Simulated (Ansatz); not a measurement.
# Cl₂FHSi (built from SMILES F[SiH](Cl)Cl): search for a transition state

Aim: find the saddle point of a 1,1-elimination that is to form F2–H3 and break Si1–F2, Si1–H3, prove it by its vibrations, and relax downhill on both sides to see what it joins.

Method: PBE0-D4, def2-SVP first, then def2-TZVP; program: Ansatz 0.2.0, Gaussian basis.

129 further runs of the same task are left out: 1 that didn't finish, 128 set aside as unsound or not needed.

**1. Where the work starts**

The guess: 5 atoms, charge 0, spin multiplicity 1.

Atoms are counted from 1 here; the program's logs count them from 0.

Bond lengths: Si1–Cl4 2.023 Å, H3–Cl5 1.439 Å.

Coordinates:

```mol
Cl2FHSi
  3D, bonds by distance, orders not assigned

  5  2  0  0  0  0  0  0  0  0999 V2000
    0.8757    0.1431    0.7053 Si  0  0
    0.5882    0.0222   -1.2689 F   0  0
   -0.1953   -0.6333   -0.6319 H   0  0
   -0.2396    1.8190    0.9002 Cl  0  0
   -1.0289   -1.3510    0.2953 Cl  0  0
  1  4  8  0
  3  5  8  0
M  END
```

Distances that are to change: F2–H3 1.20 Å, Si1–F2 2.00 Å, Si1–H3 1.88 Å.

**2. Constrained relaxation of the guess**

hold/in.yaml reads:

```yaml
crystal:
  periodic: [false, false, false]
  atoms:
    - {symbol: Si, position_ang: [0.875700, 0.143100, 0.705300]}
    - {symbol: F, position_ang: [0.588200, 0.022200, -1.268900]}
    - {symbol: H, position_ang: [-0.195300, -0.633300, -0.631900]}
    - {symbol: Cl, position_ang: [-0.239600, 1.819000, 0.900200]}
    - {symbol: Cl, position_ang: [-1.028900, -1.351000, 0.295300]}
basis:
  gaussian: {orbitals: def2-SVP}
hamiltonian: {xc: pbe0, dispersion: d4}
relax: {f_tol: 0.08, max_steps: 120, escape_saddle: false, constraints: [{distance: [1, 2]}, {distance: [0, 1]}, {distance: [0, 2]}]}
```

On the command line:

```bash
ansatz run in.yaml --threads 2 --pin off --events-out ev --progress --plain --max-ram 4352MiB
```

Output, cut to the lines that bear on the results:

```text
Functional definition: PBE0
  name "PBE0"
  cite "Adamo & Barone, J. Chem. Phys. 110, 6158 (1999) doi:10.1063/1.478522"
  cite "Perdew, Burke & Ernzerhof, Phys. Rev. Lett. 77, 3865 (1996) doi:10.1103/PhysRevLett.77.3865"
  parent pbe
[...]
716 factors; integrals over basis functions are off by at most 3.2e-4 eV
[...]
mean field -35630.53798847 eV, -1309.3981198303 hartree, gradient 2.8e-5 eV, S^2 0.000000; 0 other end points of the search recorded, 0 dependent functions left out
[...]
reference -35630.53800696 eV, -1309.3981205098 hartree; 29, 29 occupied and 44, 44 virtual orbitals, 716 factors
relax step   1: F+E_penalty+E_count = -35630.66347426 eV  Δ(F+E_penalty+E_count) = +0.000e0 eV  max|allowed force component| = 1.022e0 eV/Å  Δτ_max = 0.0000 Å  (25 SCF iters, accepted)
[...]
relax step   4: F+E_penalty+E_count = -35630.77216497 eV  Δ(F+E_penalty+E_count) = -5.167e-4 eV  max|allowed force component| = 1.947e-1 eV/Å  Δτ_max = 0.0335 Å  (28 SCF iters, accepted)
[...]
relax step   5: F+E_penalty+E_count = -35630.77577313 eV  Δ(F+E_penalty+E_count) = -3.608e-3 eV  max|allowed force component| = 6.870e-3 eV/Å  Δτ_max = 0.0186 Å  (28 SCF iters, accepted)
  distance F 1 - H 2 held at 1.203878 Å   reaction = +1.2005e0 eV/Å
  distance Si 0 - F 1 held at 1.998684 Å   reaction = +1.2905e0 eV/Å
  distance Si 0 - H 2 held at 1.880942 Å   reaction = -1.7766e0 eV/Å
716 factors; integrals over basis functions are off by at most 4.7e-4 eV
mean field -35630.65083710 eV, -1309.4022669407 hartree, gradient 6.4e-6 eV, S^2 0.000000; 1 other end points of the search recorded, 0 dependent functions left out
[...]
reference -35630.65085578 eV, -1309.4022676272 hartree; 29, 29 occupied and 44, 44 virtual orbitals, 716 factors
Total energy: -35630.77579181 eV, -1309.4068589416 hartree
Atom 0 at     0.823506     0.086533     0.698098 Å, force     0.835296     0.651190     0.044627 eV/Å
Atom 1 at     0.624794     0.027812    -1.289817 Å, force    -0.686799    -0.632127     1.862478 eV/Å
Atom 2 at    -0.193526    -0.637217    -0.708947 Å, force    -0.148642    -0.016545    -1.903245 eV/Å
Atom 3 at    -0.253010     1.859229     0.928811 Å, force    -0.000829    -0.002642     0.001767 eV/Å
Atom 4 at    -1.001663    -1.336357     0.371855 Å, force     0.000974     0.000125    -0.005627 eV/Å
Dipole moment:     0.068544    -0.165161     0.104844 e Å
```

Run time: 8 s. Hardware: 2 threads of Arm Neoverse V1, shared host.

Relaxation path:

| step | energy from step 1 (eV) | largest force component (eV/Å) |
| --- | --- | --- |
| 1 | 0.0000 | 1.0222 |
| 2 | -0.0808 | 0.4617 |
| 3 | -0.1082 | 0.1357 |
| 4 | -0.1087 | 0.1947 |
| 5 | -0.1123 | 0.0069 |

Distances of close pairs at the start and the end, largest changes first:

| bond | before (Å) | after (Å) | change (Å) |
| --- | --- | --- | --- |
| Si1–Cl5 | 2.455 | 2.337 | -0.118 |
| H3–Cl5 | 1.439 | 1.520 | +0.081 |
| Si1–Cl4 | 2.023 | 2.087 | +0.064 |

**3. Force constants to start from**

hessian/in.yaml reads:

```yaml
crystal:
  periodic: [false, false, false]
  atoms:
    - {symbol: Si, position_ang: [0.823506, 0.086533, 0.698098]}
    - {symbol: F, position_ang: [0.624794, 0.027812, -1.289817]}
    - {symbol: H, position_ang: [-0.193526, -0.637217, -0.708947]}
    - {symbol: Cl, position_ang: [-0.253010, 1.859229, 0.928811]}
    - {symbol: Cl, position_ang: [-1.001663, -1.336357, 0.371855]}
basis:
  gaussian: {orbitals: def2-SVP}
hamiltonian: {xc: pbe0, dispersion: d4}
phonons: {}
scf: {lower_state_search: off}
```

On the command line:

```bash
ansatz run in.yaml --threads 2 --pin off --events-out ev --progress --plain --max-ram 4352MiB
```

Output, cut to the lines that bear on the results:

```text
[... 5 set-up lines as earlier in the session ...]
[...]
717 factors; integrals over basis functions are off by at most 2.5e-4 eV
[...]
mean field -35630.65083501 eV, -1309.4022668642 hartree, gradient 6.8e-6 eV, S^2 0.000000; 0 other end points of the search recorded, 0 dependent functions left out
[...]
reference -35630.65085385 eV, -1309.4022675565 hartree; 29, 29 occupied and 44, 44 virtual orbitals, 717 factors
[... from here to the last solve, the lines of the solves are left out (29 solves) ...]
717 factors; integrals over basis functions are off by at most 2.5e-4 eV
[...]
mean field -35630.65083215 eV, -1309.4022667588 hartree, gradient 2.1e-6 eV, S^2 0.000000; 0 other end points of the search recorded, 0 dependent functions left out
[...]
reference -35630.65085098 eV, -1309.4022674511 hartree; 29, 29 occupied and 44, 44 virtual orbitals, 717 factors
WARN: phonons: modes at or below zero, which the zero-point energy, F, S and C_V leave out: 1, the lowest at -619.58 cm⁻¹. A minimum has none, and a first-order saddle one
Total energy: -35630.77578988 eV, -1309.4068588707 hartree
Atom 0 at     0.823506     0.086533     0.698098 Å, force     0.835376     0.651150     0.044611 eV/Å
Atom 1 at     0.624794     0.027812    -1.289817 Å, force    -0.686739    -0.632136     1.862417 eV/Å
Atom 2 at    -0.193526    -0.637217    -0.708947 Å, force    -0.148681    -0.016573    -1.903217 eV/Å
Atom 3 at    -0.253010     1.859229     0.928811 Å, force    -0.000895    -0.002556     0.001819 eV/Å
Atom 4 at    -1.001663    -1.336357     0.371855 Å, force     0.000940     0.000114    -0.005630 eV/Å
Dipole moment:     0.068545    -0.165161     0.104845 e Å
Vibrations: -619.58 147.78 172.09 393.64 460.14 527.47 805.78 835.29 1542.57 cm⁻¹, zero-point energy 0.302817 eV
Checks for a lower state left out: stability, starts, cluster_reference, orbital_swaps, neighbouring_geometries, increment
```

Run time: 24 s. Hardware: 2 threads of Arm Neoverse V1, shared host.

The structure is not stationary yet, so these wavenumbers are no spectrum; the search needs only the force constants.

**4. Saddle search in the small basis**

A small driver takes partitioned rational-function steps: uphill along one mode, downhill along the rest. It calls the program once a step for energy and forces and updates the Hessian by Bofill's formula. It stops when the largest force is under 0.03 eV/Å and the followed curvature is negative. The first step's input:

presaddle/in.yaml reads:

```yaml
crystal:
  periodic: [false, false, false]
  atoms:
    - {symbol: Si, position_ang: [0.823506, 0.086533, 0.698098]}
    - {symbol: F, position_ang: [0.624794, 0.027812, -1.289817]}
    - {symbol: H, position_ang: [-0.193526, -0.637217, -0.708947]}
    - {symbol: Cl, position_ang: [-0.253010, 1.859229, 0.928811]}
    - {symbol: Cl, position_ang: [-1.001663, -1.336357, 0.371855]}
basis:
  gaussian: {orbitals: def2-SVP}
hamiltonian: {xc: pbe0, dispersion: d4}
output: {forces: true}
scf: {lower_state_search: off}
```

On the command line:

```bash
ansatz run in.yaml --threads 2 --pin off --events-out ev --progress --plain --max-ram 4352MiB
```

The driver's record:

| step | energy (eV) | largest force (eV/Å) | followed curvature (eV/Å²) |
| --- | --- | --- | --- |
| 1 | -35630.77577 | 1.9032 | -6.63 |
| 2 | -35631.09496 | 0.4708 | -6.49 |
| 3 | -35631.11150 | 0.1799 | -6.55 |
| 4 | -35631.11161 | 0.0142 | -6.26 |

The 4 steps took 3.6 s in all (2 threads of Arm Neoverse V1, shared host).

**5. Saddle search in triple zeta**

A small driver takes partitioned rational-function steps: uphill along one mode, downhill along the rest. It calls the program once a step for energy and forces and updates the Hessian by Bofill's formula. It stops when the largest force is under 0.008 eV/Å and the followed curvature is negative. The first step's input:

saddle/in.yaml reads:

```yaml
crystal:
  periodic: [false, false, false]
  atoms:
    - {symbol: Si, position_ang: [0.884643, 0.154392, 0.708499]}
    - {symbol: F, position_ang: [0.602991, 0.014329, -1.135102]}
    - {symbol: H, position_ang: [-0.281720, -0.710090, -0.851074]}
    - {symbol: Cl, position_ang: [-0.226279, 1.909078, 0.935758]}
    - {symbol: Cl, position_ang: [-0.979536, -1.367709, 0.341919]}
basis:
  gaussian: {orbitals: def2-TZVP}
hamiltonian: {xc: pbe0, dispersion: d4}
output: {forces: true}
scf: {lower_state_search: off}
```

On the command line:

```bash
ansatz run in.yaml --threads 2 --pin off --events-out ev --progress --plain --max-ram 4352MiB
```

The driver's record:

| step | energy (eV) | largest force (eV/Å) | followed curvature (eV/Å²) |
| --- | --- | --- | --- |
| 1 | -35645.94248 | 0.2372 | -6.26 |
| 2 | -35645.94594 | 0.0307 | -5.94 |
| 3 | -35645.94605 | 0.0070 | -5.86 |

The 3 steps took 6.2 s in all (2 threads of Arm Neoverse V1, shared host).

The point found:

| atom | x (Å) | y (Å) | z (Å) |
| --- | --- | --- | --- |
| Si1 | 0.87179 | 0.14768 | 0.69963 |
| F2 | 0.60444 | 0.01341 | -1.13865 |
| H3 | -0.27073 | -0.70217 | -0.84969 |
| Cl4 | -0.22871 | 1.89600 | 0.93551 |
| Cl5 | -0.97670 | -1.35493 | 0.35320 |

Followed mode, largest move set to 1: H3 (0.61, 0.58, -0.54); F2 (-0.49, -0.36, -0.34); Si1 (-0.32, -0.32, 0.45); Cl5 (0.21, 0.15, 0.48).

**6. Vibrations at the point found**

vib/in.yaml reads:

```yaml
crystal:
  periodic: [false, false, false]
  atoms:
    - {symbol: Si, position_ang: [0.871794, 0.147681, 0.699631]}
    - {symbol: F, position_ang: [0.604445, 0.013413, -1.138654]}
    - {symbol: H, position_ang: [-0.270730, -0.702167, -0.849689]}
    - {symbol: Cl, position_ang: [-0.228713, 1.896002, 0.935510]}
    - {symbol: Cl, position_ang: [-0.976695, -1.354930, 0.353203]}
basis:
  gaussian: {orbitals: def2-TZVP}
hamiltonian: {xc: pbe0, dispersion: d4}
phonons: {temperatures: {t_min: 298.15, t_max: 900, t_step: 200}}
```

On the command line:

```bash
ansatz run in.yaml --threads 2 --pin off --events-out ev --progress --plain --max-ram 4352MiB
```

Output, cut to the lines that bear on the results:

```text
[... 5 set-up lines as earlier in the session ...]
[...]
1004 factors; their error is unknown
[...]
mean field -35645.82026508 eV, -1309.9597331368 hartree, gradient 3.4e-5 eV, S^2 0.000000; 0 other end points of the search recorded, 0 dependent functions left out
[...]
reference -35645.82028918 eV, -1309.9597340224 hartree; 29, 29 occupied and 119, 119 virtual orbitals, 1004 factors
[... from here to the last solve, the lines of the solves are left out (29 solves) ...]
1004 factors; their error is unknown
[...]
mean field -35645.82025648 eV, -1309.9597328207 hartree, gradient 2.0e-6 eV, S^2 0.000000; 0 other end points of the search recorded, 0 dependent functions left out
[...]
reference -35645.82028057 eV, -1309.9597337063 hartree; 29, 29 occupied and 119, 119 virtual orbitals, 1004 factors
WARN: phonons: modes at or below zero, which the zero-point energy, F, S and C_V leave out: 1, the lowest at -634.89 cm⁻¹. A minimum has none, and a first-order saddle one
Total energy: -35645.94604588 eV, -1309.9643554961 hartree
Atom 0 at     0.871794     0.147681     0.699631 Å, force    -0.002203    -0.005729     0.001676 eV/Å
Atom 1 at     0.604445     0.013413    -1.138654 Å, force    -0.000921    -0.000056    -0.000116 eV/Å
Atom 2 at    -0.270730    -0.702167    -0.849689 Å, force    -0.003223    -0.000963     0.002607 eV/Å
Atom 3 at    -0.228713     1.896002     0.935510 Å, force    -0.000708     0.003186    -0.000907 eV/Å
Atom 4 at    -0.976695    -1.354930     0.353203 Å, force     0.007054     0.003562    -0.003259 eV/Å
Dipole moment:     0.111393    -0.115238    -0.055842 e Å
Vibrations: -634.89 132.58 211.26 352.94 472.38 519.54 794.44 835.63 1485.13 cm⁻¹, zero-point energy 0.297804 eV
```

Run time: 58 s. Hardware: 2 threads of Arm Neoverse V1, shared host.

Wavenumbers and character of the modes:

| mode | wavenumber (cm⁻¹) | character |
| --- | --- | --- |
| 1 | 635i | changes F2–H3 |
| 2 | 133 | torsion |
| 3 | 211 | bend |
| 4 | 353 | bend |
| 5 | 472 | Cl–H stretch with bend |
| 6 | 520 | Si–Cl stretch |
| 7 | 794 | Si–F and Cl–H stretch |
| 8 | 836 | torsion |
| 9 | 1485 | bend with F–H stretch |

Vibrational sums (real modes only):

| T (K) | entropy (J/mol/K) | heat capacity (J/mol/K) |
| --- | --- | --- |
| 298 | 32.8 | 38.3 |
| 498 | 55.8 | 50.8 |
| 698 | 74.0 | 56.9 |
| 898 | 88.8 | 60.1 |

**7. Relaxing after a step of 0.30 Å one way along the mode**

downa/in.yaml reads:

```yaml
crystal:
  periodic: [false, false, false]
  atoms:
    - {symbol: Si, position_ang: [0.776991, 0.052708, 0.834362]}
    - {symbol: F, position_ang: [0.457709, -0.094476, -1.239695]}
    - {symbol: H, position_ang: [-0.087687, -0.527493, -1.010885]}
    - {symbol: Cl, position_ang: [-0.232212, 1.879561, 0.919944]}
    - {symbol: Cl, position_ang: [-0.914701, -1.310301, 0.496274]}
basis:
  gaussian: {orbitals: def2-TZVP}
hamiltonian: {xc: pbe0, dispersion: d4}
relax: {f_tol: 0.005, max_steps: 200}
```

On the command line:

```bash
ansatz run in.yaml --threads 2 --pin off --events-out ev --progress --plain --max-ram 4352MiB
```

Output, cut to the lines that bear on the results:

```text
[... 5 set-up lines as earlier in the session ...]
[...]
1004 factors; their error is unknown
[...]
mean field -35643.76778372 eV, -1309.8843058381 hartree, gradient 4.6e-5 eV, S^2 0.000000; 0 other end points of the search recorded, 0 dependent functions left out
[...]
reference -35643.76780788 eV, -1309.8843067259 hartree; 29, 29 occupied and 119, 119 virtual orbitals, 1004 factors
relax step   1: F+E_penalty+E_count = -35643.89422258 eV  Δ(F+E_penalty+E_count) = +0.000e0 eV  max|allowed force component| = 1.889e1 eV/Å  Δτ_max = 0.0000 Å  (25 SCF iters, accepted)
[...]
1004 factors; their error is unknown
[...]
mean field -35646.12110450 eV, -1309.9707887816 hartree, gradient 5.7e-5 eV, S^2 0.000000; 1 other end points of the search recorded, 0 dependent functions left out
[...]
reference -35646.12112920 eV, -1309.9707896893 hartree; 29, 29 occupied and 119, 119 virtual orbitals, 1004 factors
Total energy: -35646.24486694 eV, -1309.9753369676 hartree
Atom 0 at     0.728823     0.053529     1.032383 Å, force    -0.001299     0.000638     0.000382 eV/Å
Atom 1 at     0.616657    -0.071885    -1.448251 Å, force    -0.003683    -0.002140    -0.000605 eV/Å
Atom 2 at    -0.154998    -0.592171    -1.415085 Å, force     0.003778     0.002572     0.000415 eV/Å
Atom 3 at    -0.265646     1.881037     1.028220 Å, force     0.000842    -0.000994    -0.000326 eV/Å
Atom 4 at    -0.924737    -1.270510     0.802732 Å, force     0.000363    -0.000076     0.000134 eV/Å
Dipole moment:    -0.001483    -0.176645    -0.127266 e Å
```

Run time: 33 s. Hardware: 2 threads of Arm Neoverse V1, shared host.

Along the way:

| step | energy from step 1 (eV) | largest force component (eV/Å) |
| --- | --- | --- |
| 1 | 0.0000 | 18.8947 |
| 2 | -2.2759 | 0.4484 |
| 3 | -2.3016 | 0.5954 |
| 4 | -2.3159 | 0.3746 |
| 5 | -2.3373 | 0.1242 |
| 6 | -2.3482 | 0.1622 |
| 7 | -2.3499 | 0.0847 |
| 8 | -2.3504 | 0.0767 |
| 9 | -2.3506 | 0.0191 |
| 10 | -2.3506 | 0.0135 |
| 11 | -2.3506 | 0.0038 |

Close pairs (by a distance rule), those that changed most:

| bond | before (Å) | after (Å) | change (Å) |
| --- | --- | --- | --- |
| F2–H3 | 0.733 | 0.931 | +0.198 |
| Si1–Cl5 | 2.199 | 2.131 | -0.068 |
| Si1–Cl4 | 2.089 | 2.081 | -0.008 |

**8. Relaxing after a step of 0.30 Å the other way along the mode**

downb/in.yaml reads:

```yaml
crystal:
  periodic: [false, false, false]
  atoms:
    - {symbol: Si, position_ang: [0.966596, 0.242654, 0.564899]}
    - {symbol: F, position_ang: [0.751181, 0.121302, -1.037614]}
    - {symbol: H, position_ang: [-0.453773, -0.876841, -0.688492]}
    - {symbol: Cl, position_ang: [-0.225214, 1.912443, 0.951075]}
    - {symbol: Cl, position_ang: [-1.038690, -1.399559, 0.210132]}
basis:
  gaussian: {orbitals: def2-TZVP}
hamiltonian: {xc: pbe0, dispersion: d4}
relax: {f_tol: 0.005, max_steps: 200}
```

On the command line:

```bash
ansatz run in.yaml --threads 2 --pin off --events-out ev --progress --plain --max-ram 4352MiB
```

Output, cut to the lines that bear on the results:

```text
[... 5 set-up lines as earlier in the session ...]
[...]
1004 factors; their error is unknown
[...]
mean field -35645.87580775 eV, -1309.9617742924 hartree, gradient 3.5e-5 eV, S^2 0.000000; 0 other end points of the search recorded, 0 dependent functions left out
[...]
reference -35645.87583186 eV, -1309.9617751784 hartree; 29, 29 occupied and 119, 119 virtual orbitals, 1004 factors
relax step   1: F+E_penalty+E_count = -35646.00111298 eV  Δ(F+E_penalty+E_count) = +0.000e0 eV  max|allowed force component| = 3.419e0 eV/Å  Δτ_max = 0.0000 Å  (26 SCF iters, accepted)
[...]
1004 factors; their error is unknown
[...]
mean field -35646.46726065 eV, -1309.9835097854 hartree, gradient 7.6e-6 eV, S^2 0.000000; 1 other end points of the search recorded, 0 dependent functions left out
[...]
reference -35646.46728623 eV, -1309.9835107257 hartree; 29, 29 occupied and 119, 119 virtual orbitals, 1004 factors
Total energy: -35646.58353436 eV, -1309.9877827657 hartree
Atom 0 at     1.167989     0.462677     0.657827 Å, force    -0.001653     0.000472    -0.001182 eV/Å
Atom 1 at     1.136052     0.369722    -0.954485 Å, force    -0.000042     0.000430     0.001508 eV/Å
Atom 2 at    -1.023492    -1.210020    -0.933417 Å, force    -0.000137    -0.001302     0.004066 eV/Å
Atom 3 at    -0.214439     2.002557     0.950614 Å, force     0.001175    -0.001499    -0.000553 eV/Å
Atom 4 at    -1.066009    -1.624937     0.279461 Å, force     0.000657     0.001898    -0.003838 eV/Å
Dipole moment:    -0.013513    -0.221239    -0.114389 e Å
```

Run time: 46 s. Hardware: 2 threads of Arm Neoverse V1, shared host.

Relaxation path:

| step | energy from step 1 (eV) | largest force component (eV/Å) |
| --- | --- | --- |
| 1 | 0.0000 | 3.4189 |
| 2 | -0.3705 | 1.2075 |
| 3 | -0.5103 | 0.4331 |
| 4 | -0.5128 | 1.4248 |
| 5 | -0.5324 | 1.3295 |
| 6 | -0.5617 | 0.7355 |
| 7 | -0.5754 | 0.3293 |
| 8 | -0.5802 | 0.1563 |
| 9 | -0.5816 | 0.0155 |
| 10 | -0.5822 | 0.0256 |
| 11 | -0.5822 | 0.0396 |
| 12 | -0.5823 | 0.0119 |
| 13 | -0.5823 | 0.0315 |
| 14 | -0.5824 | 0.0322 |
| 15 | -0.5824 | 0.0186 |
| 16 | -0.5824 | 0.0041 |

Distances of close pairs at the start and the end, largest changes first:

| bond | before (Å) | after (Å) | change (Å) |
| --- | --- | --- | --- |
| H3–Cl5 | 1.193 | 1.283 | +0.090 |
| Si1–F2 | 1.621 | 1.615 | -0.006 |
| Si1–Cl4 | 2.088 | 2.090 | +0.002 |

**9. The three structures**

| pair | start side (Å) | saddle (Å) | end side (Å) |
| --- | --- | --- | --- |
| Si1–Cl5 | 3.081 | 2.407 | 2.131 |
| F2–H3 | 2.676 | 1.167 | 0.931 |
| Si1–F2 | 1.615 | 1.862 | 2.486 |
| H3–Cl5 | 1.283 | 1.540 | 2.444 |

**10. Outcome**

| quantity | value |
| --- | --- |
| imaginary mode | 635i cm⁻¹ |
| barrier from the start side | 14.7 kcal/mol |
| barrier from the end side | 6.9 kcal/mol |
| energy of the step | +7.8 kcal/mol |
| pairs that change | Si1–Cl5 formed, F2–H3 formed, Si1–F2 broken, H3–Cl5 broken |
| zero-point energy at the saddle | 0.298 eV |

**Reading.** One imaginary mode, 635i cm⁻¹, makes this a first-order saddle. The two relaxations don't end on the planned structures: the search found another step. At PBE0-D4/def2-TZVP the electronic barrier is 14.7 kcal/mol, about 25 kT at 298 K, and the step runs 7.8 kcal/mol uphill. A step off the saddle overshot and began above it in energy, so the link to its end is likely but not proven. The ends are the nearest minima, not always the lowest complexes.
